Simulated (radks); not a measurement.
**Co⁴⁺ in [Ne] 3s2 3p5.75 3d5 4d0.25: an all-electron calculation**

One table from this session's results is given with a row withheld; the runs are named, their logs left out.

The numbers are computed with radks (a radial shooting solver on a logarithmic mesh, Libxc functionals) version 1 (non-relativistic Kohn-Sham, PBEsol, spin-polarised, spherical densities, point nucleus; open shells are filled with parallel spins first), except any that are marked as measured or tabulated.

**The atom as given**

| Quantity | Value |
| --- | --- |
| element | cobalt (Z = 27) |
| charge | +4 |
| electrons | 23 |
| configuration | [Ne] 3s2 3p5.75 3d5 4d0.25 |

The first run:

The run's settings:

```text
Z 27
configuration [Ne] 3s2 3p5.75 3d5 4d0.25
relativity non-relativistic
functional pbe_sol,pbe_sol
spin polarised
nucleus point
```

Run with:

```sh
$ python run_ks.py task.json out
```

This one command runs every case of the session in turn.

One table of the session follows, with a row left open; its other results are not shown here.

It belongs to the step «Shells». From the orbitals of this run (lengths in bohr):

| level | <r> | outermost maximum (interpolated) | 90 % within | nodes |
| --- | --- | --- | --- | --- |
| 1s up | 0.05695 | 0.0375 | 0.101 | 0 |
| 1s down | 0.05694 | 0.0375 | 0.101 | 0 |
| 2s up | 0.2592 | 0.216 | 0.401 | 1 |
| 2s down | 0.2585 | 0.216 | 0.400 | 1 |
| 2p up | 0.2266 | 0.173 | 0.371 | 0 |
| 2p down | 0.2259 | 0.173 | 0.369 | 0 |
| 3s up | 0.7655 | 0.671 | 1.14 | 2 |
| 3s down | 0.7703 | 0.673 | 1.15 | 2 |
| 3p up | 0.7891 | 0.672 | 1.20 | 1 |
| 3p down | 0.7966 | 0.675 | 1.22 | 1 |
| 3d up | ? | ? | ? | ? |
| 3d down | 0.8798 | 0.640 | 1.46 | 0 |
| 4d up | 2.824 | 2.56 | 4.16 | 1 |

**Question.** Estimate the row for 3d up.

**Answer.** <r>: 0.8541; outermost maximum (interpolated): 0.631; 90 % within: 1.40; nodes: 0. In the column «<r>» it lies between 3p down (0.7966) and 3d down (0.8798).
